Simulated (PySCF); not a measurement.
# CsBe: bond curves at several levels of theory

One table from this session's results is given with a row withheld; the runs are named, their logs left out.

Computed with PySCF 2.14.0. Level: Cs def2-SVPD with ECP46, Be def2-SVPD, scalar-relativistic core potentials.

The first run:

Settings of the job:

* atoms: Cs, Be
* charge: 0
* basis: Cs def2-SVPD with ECP46, Be def2-SVPD
* Hamiltonian: scalar-relativistic core potentials
* basis functions: 39
* electrons treated: 13
* masses in u: 132.9054, 9.0122
* levels: PBE0, PBE, r²SCAN, r²SCANh, TPSSh, B2PLYP, HF, MP2, SCS-MP2, CCSD, CCSD(T)
* grid: 80 radial by 434 angular points
* occupations: held fixed by the projection of orbital angular momentum
* dissociation limit: Cs + Be, each in its ground configuration
* starting distance in angstrom: 3.165
* values of 2S to try: 1, 3

Run with:

```bash
$ OMP_NUM_THREADS=1 python dia.py task.json out
```

Steps of the session up to this table: The job; PBE0 along the bond; Higher solutions at PBE0; PBE; r²SCAN (meta-GGA); r²SCANh (hybrid meta-GGA); TPSSh (hybrid meta-GGA); B2PLYP; ROHF; Adding correlation.

One table of the session follows, with a row left open; its other results are not shown here.

```
  level  Re (Å)  ωe (cm⁻¹)  De (eV)  μ (D)
    PBE   3.770      142.8    0.358  -4.00
 r²SCAN   3.820      140.0    0.351  -4.40
  TPSSh       ?          ?        ?      ?
r²SCANh   3.823      139.0    0.326  -4.48
   PBE0   3.790      140.2    0.281  -4.27
 B2PLYP   4.005       96.9    0.095  -2.73
```

Q: Estimate the row for TPSSh from the others.

**Answer.** Re (Å): 3.766; ωe (cm⁻¹): 152.4; De (eV): 0.362; μ (D): -5.08. In the column «Re (Å)» it is the lowest.

De is counted to Cs + Be in their ground configurations. No constants: ROHF (no minimum is bracketed among the points kept); ROHF-MP2 (no minimum is bracketed among the points kept); ROHF-SCS-MP2 (no minimum is bracketed among the points kept); ROHF-CCSD (no minimum is bracketed among the points kept); ROHF-CCSD(T) (no minimum is bracketed among the points kept).
